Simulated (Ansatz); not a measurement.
**CH₇BO₂Si: small, medium and large basis sets**

The task here is to estimate one member of a computed series from the others.

Method: one geometry, several basis sets; program: Ansatz 0.2.0, Gaussian basis.

The runs, in order: PBE0-D4/def2-SVP; ωB97M-V/def2-SVP; PBE0-D4/def2-QZVPP; ωB97M-V/def2-QZVPP; the functionals' def2-TZVPP values are taken from earlier runs.

## The geometry

All runs share one geometry, relaxed beforehand with PBE0-D4 in a triple-zeta def2 set.

SMILES `C[SiH](O)BO`, 12 atoms, charge 0, spin multiplicity 1.

Atoms are counted from 1 here; the program's logs count them from 0.

Bond lengths: C1–Si2 1.862 Å, C1–H6 1.092 Å, C1–H7 1.092 Å, C1–H8 1.093 Å, Si2–O3 1.663 Å, Si2–B4 2.032 Å, Si2–H9 1.501 Å, O3–H10 0.958 Å, B4–O5 1.354 Å, B4–H11 1.210 Å, O5–H12 0.962 Å. Angles: Si2–C1–H6 110.9°, Si2–C1–H7 110.9°, Si2–C1–H8 110.1°, H6–C1–H7 108.3°, H6–C1–H8 108.4°, H7–C1–H8 108.1°, C1–Si2–O3 106.1°, C1–Si2–B4 113.7°, C1–Si2–H9 108.9°, O3–Si2–B4 111.1°, O3–Si2–H9 109.7°, B4–Si2–H9 107.3°, Si2–O3–H10 117.0°, Si2–B4–O5 118.6°, Si2–B4–H11 123.0°, O5–B4–H11 118.4°, B4–O5–H12 113.9°.

Coordinates:

```
C    -1.3892    0.6604    0.8538
Si    0.3215    0.6309    0.1184
O     1.3746    0.7894    1.3954
B     0.7202   -1.0472   -0.9562
O    -0.2992   -1.6588   -1.6045
H    -1.5685    1.5966    1.3870
H    -1.5254   -0.1659    1.5551
H    -2.1390    0.5632    0.0645
H     0.4730    1.8015   -0.8094
H     2.3093    0.7226    1.1984
H     1.8312   -1.5152   -1.0602
H    -0.0314   -2.4329   -2.1085
```

The first run:

File in.yaml:

```yaml
crystal:
  periodic: [false, false, false]
  atoms:
    - {symbol: C, position_ang: [-1.389189, 0.660396, 0.853821]}
    - {symbol: Si, position_ang: [0.321479, 0.630911, 0.118370]}
    - {symbol: O, position_ang: [1.374631, 0.789438, 1.395416]}
    - {symbol: B, position_ang: [0.720179, -1.047192, -0.956159]}
    - {symbol: O, position_ang: [-0.299230, -1.658773, -1.604543]}
    - {symbol: H, position_ang: [-1.568528, 1.596629, 1.386952]}
    - {symbol: H, position_ang: [-1.525417, -0.165893, 1.555105]}
    - {symbol: H, position_ang: [-2.138965, 0.563194, 0.064521]}
    - {symbol: H, position_ang: [0.472955, 1.801459, -0.809389]}
    - {symbol: H, position_ang: [2.309323, 0.722637, 1.198410]}
    - {symbol: H, position_ang: [1.831166, -1.515151, -1.060191]}
    - {symbol: H, position_ang: [-0.031403, -2.432854, -2.108511]}
basis:
  gaussian: {orbitals: def2-SVP}
hamiltonian: {xc: pbe0, dispersion: d4}
output: {orbitals: {seedname: orbitals}}
```

Among the steps run: PBE0-D4 in def2-SVP; ωB97M-V in def2-SVP; PBE0-D4 in def2-QZVPP; ωB97M-V in def2-QZVPP.

One table of the session follows, with a row left open; its other results are not shown here.

It belongs to the step «Density functionals: the series». 

| functional | basis | HOMO (eV) |
| --- | --- | --- |
| PBE0-D4 | def2-SVP | -7.08 |
| PBE0-D4 | def2-TZVPP | -7.24 |
| PBE0-D4 | def2-QZVPP | -7.27 |
| ωB97M-V | def2-SVP | ? |
| ωB97M-V | def2-TZVPP | -9.42 |
| ωB97M-V | def2-QZVPP | -9.46 |

**Question.** Estimate the row for ωB97M-V, def2-SVP.

**Answer.** HOMO (eV): -9.23. In the column «HOMO (eV)» it lies between ωB97M-V, def2-TZVPP (-9.42) and PBE0-D4, def2-QZVPP (-7.27).
